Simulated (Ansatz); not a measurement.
**TiN+ (triplet): from Hartree-Fock to the top rungs, def2-QZVPP**

The task here is to estimate one member of a computed series from the others.

Program: Ansatz 0.2.0, Gaussian basis. Level of theory: def2-QZVPP, core rule «outside noble gas», up to 10 orbitals frozen. These are calculated values, not measurements.

Plan: UHF; ROHF; CCSD(T) on UHF.

### The system

The geometry is a PBE0/def2-TZVP stationary point (not a proven minimum) of the parent state, kept for this charge and spin.

2 atoms, charge 1, spin multiplicity 3.

Atoms are counted from 1 here; the program's logs count them from 0.

Bond lengths: Ti1–N2 1.646 Å.

Set-up of the first run:

in.yaml reads:

```yaml
crystal:
  periodic: [false, false, false]
  atoms:
    - {symbol: Ti, position_ang: [0.000000, 0.000000, 0.000000]}
    - {symbol: N, position_ang: [0.000000, 0.000000, 1.646400]}
basis:
  gaussian: {orbitals: "def2-QZVPP.json"}
total_charge: 1
magnetization: {spin_polarized: true, initial_magnetization: 2}
hamiltonian: {xc: hf}
output: {orbitals: {seedname: orbitals}}
```

Command:

```bash
ansatz run in.yaml --threads 1 --pin off --events-out ev --progress --plain --max-ram 3968MiB --backend cpu
```

Steps of the session up to this table: UHF; ROHF; CCSD(T) on UHF.

One table of the session follows, with a row left open; its other results are not shown here.

| method | from UCCSD(T) (meV) |
| --- | --- |
| ROHF | +8700.3 |
| UHF | +8175.8 |
| UMP2 | +2040.2 |
| UCCSD | ? |
| UCCSD(T) | 0 |

Estimate the missing values for UCCSD.

**Answer.** from UCCSD(T) (meV): +612.0. In the column «from UCCSD(T) (meV)» it lies between UCCSD(T) (0) and UMP2 (+2040.2).

The program flags UCCSD(T) as in doubt (see the logs), so the zero of the table is itself unsure.

To keep in mind: The determinant is far from a pure spin state, so its energy mixes those of several spin states (harmless only where they are near-degenerate, as at dissociation). The program flags UCCSD(T) as in doubt, so the zero of the table is itself unsure.
